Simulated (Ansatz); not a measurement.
What does this script print? It uses the Ansatz DFT code, driven from Python.

The script, `vcrelax_hf.py`:
```python
'''Variable-cell relaxation of Hf.'''

import json
import warnings

import ansatz as az
from ase import Atoms
from ase.data import atomic_numbers
from ase.io import write
import numpy as np
import spglib

def edges_and_angles(cell):
    cell = np.asarray(cell)
    a, b, c = np.linalg.norm(cell, axis=1)
    cosines = cell[1] @ cell[2] / (b * c), cell[0] @ cell[2] / (a * c), cell[0] @ cell[1] / (a * b)
    return (a, b, c, *np.degrees(np.arccos(cosines)))

warnings.simplefilter('ignore', az.DeckWarning)

lattice = az.Lattice.of(
    (0.0, 2.22, 2.22),
    (2.22, 0.0, 2.22),
    (2.22, 2.22, 0.0),
)
sites = [
    ('Hf', (0.0, 0.0, 0.0)),
]
cell = az.Crystal(lattice=lattice)
for symbol, position in sites:
    cell = cell.atom(symbol, position)

# a pressure is positive in compression
calc = (
    cell.calculation()
    .kpoints(mesh=(11, 11, 11))
    .occupations('cold', width=0.2)
    .scf(tolerance=1e-08, max_iterations=100)
    .mixing('broyden')
    .pseudopotentials('nc')
    .functional('lda')
    .relax(force_tolerance=0.1, pressure=5, stress_tolerance=0.1)
    .density_of_states(energy_step=0.1, method='tetrahedron', nscf_kmesh_spacing=0.16)
    .band_table()
)
done = calc.run(events_out='events.ndjson')
with open('events.ndjson') as stream:
    events = [json.loads(line) for line in stream]
steps = [e['data'] for e in events if e['event'] == 'relax_step']
rep = done.report
print('step   energy (eV)     max comp. (eV/A)   P (GPa)  SCF')
for s in steps:
    print(f'{s["step"]:4d} {s["lagrangian_ev"]:15.5f} {s["allowed_force_max_ev_ang"]:12.4f} {s["pressure_gpa"]:10.3f} {s["n_scf"]:5d}')

first, last = steps[0], steps[-1]
symbols = [site.symbol for site in done.lattice.sites]
print(f'energy gained {first["lagrangian_ev"] - last["lagrangian_ev"]:.4f} eV in {len(steps) - 1} steps')
for label, vectors in (('before', first['cell_ang']), ('after', done.lattice.cell_ang)):
    print(label, 'a b c (A) {:.4f} {:.4f} {:.4f}  angles {:.2f} {:.2f} {:.2f}'.format(*edges_and_angles(vectors)), f' V = {abs(np.linalg.det(vectors)):.3f} A^3')
print('final stress xx yy zz (GPa, compression positive):', np.round(np.diag(rep['stress_gpa']), 3) + 0.0)

fractions = [site.position_frac for site in done.lattice.sites]
numbers = [atomic_numbers[s] for s in symbols]
for tolerance in (1e-3, 1e-2, 1e-1):
    print(f'space group at {tolerance} A:', spglib.get_spacegroup((done.lattice.cell_ang, fractions, numbers), symprec=tolerance))

change = np.array(last['positions_ang']) @ np.linalg.inv(last['cell_ang']) - np.array(first['positions_ang']) @ np.linalg.inv(first['cell_ang'])
moved = np.linalg.norm(change @ np.array(last['cell_ang']), axis=1)
print('displacement within the cell, strain taken out (A):', ' '.join(f'{s}:{d:.3f}' for s, d in zip(symbols, moved)))

relaxed = Atoms(symbols, positions=[site.position_ang for site in done.lattice.sites], cell=done.lattice.cell_ang, pbc=True)
write('relaxed.vasp', relaxed, format='vasp')

print('%-22s %14.5f eV' % ('F = E - TS', rep['free_energy_ev']))
print('%-22s %14.5f eV' % ('E', rep['internal_energy_ev']))
print('%-22s %14.5f eV' % ('Harris-Foulkes', rep['harris_foulkes_ev']))
print('%-22s %14.5f eV' % ('Fermi level', rep['fermi_energy_ev']))

dos = done.density_of_states()
energy = np.asarray(dos.energies_ev) - dos.fermi_ev
top = min(levels[-1] for levels in rep['eigenvalues_ev']) - dos.fermi_ev  # the computed bands end here
total = np.asarray(dos.spin_summed_g_bin_mean_per_ev)
print('E - E_F (eV)   states/eV')
for e in np.arange(-6, min(8, top), 1.0):
    print(f'{e:8.1f} {np.interp(e, energy, total):12.3f}')
```

```console
$ python vcrelax_hf.py
step   energy (eV)     max comp. (eV/A)   P (GPa)  SCF
   1     -1535.91482       0.0000     -7.018     7
   2     -1535.89359       0.0000     11.357     5
   3     -1535.93903       0.0000      4.212     5
   4     -1535.93578       0.0000      4.986     3
   5     -1535.93565       0.0000      4.983     2
energy gained 0.0208 eV in 4 steps
before a b c (A) 3.1396 3.1396 3.1396  angles 60.00 60.00 60.00  V = 21.882 A^3
after a b c (A) 3.0302 3.0302 3.0302  angles 60.00 60.00 60.00  V = 19.675 A^3
final stress xx yy zz (GPa, compression positive): [4.983 4.983 4.983]
space group at 0.001 A: Fm-3m (225)
space group at 0.01 A: Fm-3m (225)
space group at 0.1 A: Fm-3m (225)
displacement within the cell, strain taken out (A): Hf:0.000
F = E - TS                -1535.93565 eV
E                         -1535.94217 eV
Harris-Foulkes            -1535.93565 eV
Fermi level                  16.30804 eV
E - E_F (eV)   states/eV
    -6.0        0.104
    -5.0        0.176
    -4.0        0.483
    -3.0        0.764
    -2.0        0.925
    -1.0        0.928
     0.0        1.348
     1.0        1.015
     2.0        0.874
     3.0        0.864
     4.0        0.656
```

File `relaxed.vasp` afterwards:
```text
Hf
 1.0000000000000000
    -0.0000000000000000    2.1426858347708615    2.1426858347708615
     2.1426858347708615    0.0000000000000000    2.1426858347708615
     2.1426858347708615    2.1426858347708615   -0.0000000000000000
 Hf
   1
Cartesian
  0.0000000000000000  0.0000000000000000  0.0000000000000000
```

The settings weren't tested for convergence. The negative TS is no error: cold and Methfessel-Paxton smearing have a generalised entropy. Part of the cell is held or a pressure is applied, so the end point needn't be the zero-pressure lattice. At a fixed pressure a relaxation lowers the enthalpy F + PV, while F alone can rise. For a metal this k-point mesh is coarse: on a finer one energies can move by several to tens of meV an atom and pressures by half a GPa or more, differences at one mesh by less. Only differences from the Fermi energy are physical; the zero of the scale is a convention. Energies along a relaxation are free energies. Rows at an unchanged volume are solved on a plane-wave basis chosen afresh for that cell, so the energy jumps there and such rows are no steps of the walk. The program warned that this SCF threshold is loose for forces or stresses. Edges and angles are those of the cell as typed, here a primitive one, not of the conventional cell. Symmetry holds the cell in this phase, whether or not it is the stable one at this pressure. Spin-orbit coupling, which matters for elements this heavy, is left out. This isn't the structure that Hf takes at ambient conditions. The computed bands are complete only to about 4.3 eV above the Fermi level; beyond that the density of states is undercounted. The script silences the warnings on its input, which a real study should read. Hardware and time: 11 s on 1 thread of Arm Neoverse V1, on a shared host, peak memory 0.39 GiB.

(Lines on the test bed's own set-up are left out of the output.)
